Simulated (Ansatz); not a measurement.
# PdC18: the cost of one run

Method: DFT PBE, plane waves, PAW, scalar-relativistic, no spin polarisation, in Ansatz 0.2.0.

**1. The system as given**

The cell holds 19 atoms (C18Pd): a = 7.398 Å, b = 7.398 Å, c = 12.000 Å, α = 90.00°, β = 90.00°, γ = 120.00°.

Coordinates:

```cif
data_structure
_symmetry_space_group_name_H-M 'P 1'
_symmetry_Int_Tables_number 1
_cell_length_a 7.3980
_cell_length_b 7.3980
_cell_length_c 12.0000
_cell_angle_alpha 90.000
_cell_angle_beta 90.000
_cell_angle_gamma 120.000
_cell_volume 568.78
loop_
_atom_site_label
_atom_site_type_symbol
_atom_site_fract_x
_atom_site_fract_y
_atom_site_fract_z
_atom_site_occupancy
C1 C 0.00000 0.00000 0.08333 1
C2 C 0.22222 0.11111 0.08333 1
C3 C 0.00000 0.33333 0.08333 1
C4 C 0.22222 0.44444 0.08333 1
C5 C 0.00000 0.66667 0.08333 1
C6 C 0.22222 0.77778 0.08333 1
C7 C 0.33333 0.00000 0.08333 1
C8 C 0.55556 0.11111 0.08333 1
C9 C 0.33333 0.33333 0.08333 1
C10 C 0.55556 0.44444 0.08333 1
C11 C 0.33333 0.66667 0.08333 1
C12 C 0.55556 0.77778 0.08333 1
C13 C 0.66667 0.00000 0.08333 1
C14 C 0.88889 0.11111 0.08333 1
C15 C 0.66667 0.33333 0.08333 1
C16 C 0.88889 0.44444 0.08333 1
C17 C 0.66667 0.66667 0.08333 1
C18 C 0.88889 0.77778 0.08333 1
Pd1 Pd 0.73055 0.15136 0.24750 1
```

**2. End point A**

File input.yaml:

```yaml
crystal:
  lattice:
    - [7.398, 0.0, 0.0]
    - [-3.699, 6.406856, 0.0]
    - [0.0, 0.0, 12.0]
  atoms:
    - { symbol: C, position: [0.0, 0.0, 0.0833333] }
    - { symbol: C, position: [0.2222222, 0.1111111, 0.0833333] }
    - { symbol: C, position: [0.0, 0.3333333, 0.0833333] }
    - { symbol: C, position: [0.2222222, 0.4444444, 0.0833333] }
    - { symbol: C, position: [0.0, 0.6666667, 0.0833333] }
    - { symbol: C, position: [0.2222222, 0.7777778, 0.0833333] }
    - { symbol: C, position: [0.3333333, 0.0, 0.0833333] }
    - { symbol: C, position: [0.5555556, 0.1111111, 0.0833333] }
    - { symbol: C, position: [0.3333333, 0.3333333, 0.0833333] }
    - { symbol: C, position: [0.5555556, 0.4444444, 0.0833333] }
    - { symbol: C, position: [0.3333333, 0.6666667, 0.0833333] }
    - { symbol: C, position: [0.5555556, 0.7777778, 0.0833333] }
    - { symbol: C, position: [0.6666667, 0.0, 0.0833333] }
    - { symbol: C, position: [0.8888889, 0.1111111, 0.0833333] }
    - { symbol: C, position: [0.6666667, 0.3333333, 0.0833333] }
    - { symbol: C, position: [0.8888889, 0.4444444, 0.0833333] }
    - { symbol: C, position: [0.6666667, 0.6666667, 0.0833333] }
    - { symbol: C, position: [0.8888889, 0.7777778, 0.0833333] }
    - { symbol: Pd, position: [0.7305549, 0.1513646, 0.2475] }
basis:
  ecutwfc: 420.0
kpoints:
  mp_grid: { grid: [2, 2, 1] }
hamiltonian:
  xc: pbe
scf:
  occupations: { method: fermi_dirac, width: 0.05 }
  lower_state_search: "off"
relax:
  f_tol: 0.03
  max_steps: 60
  adjacent_minimum: "off"
```

Launch:

```sh
ansatz run input.yaml --threads 1 --pin off --max-ram 3072MiB --backend cpu --events-out ev --progress --plain --runs-dir out
```

**Question.** How long does this run take on 1 thread of an Arm CPU, shared host, and how much memory does it need?

About 55 s, with a peak of 0.66 GiB.
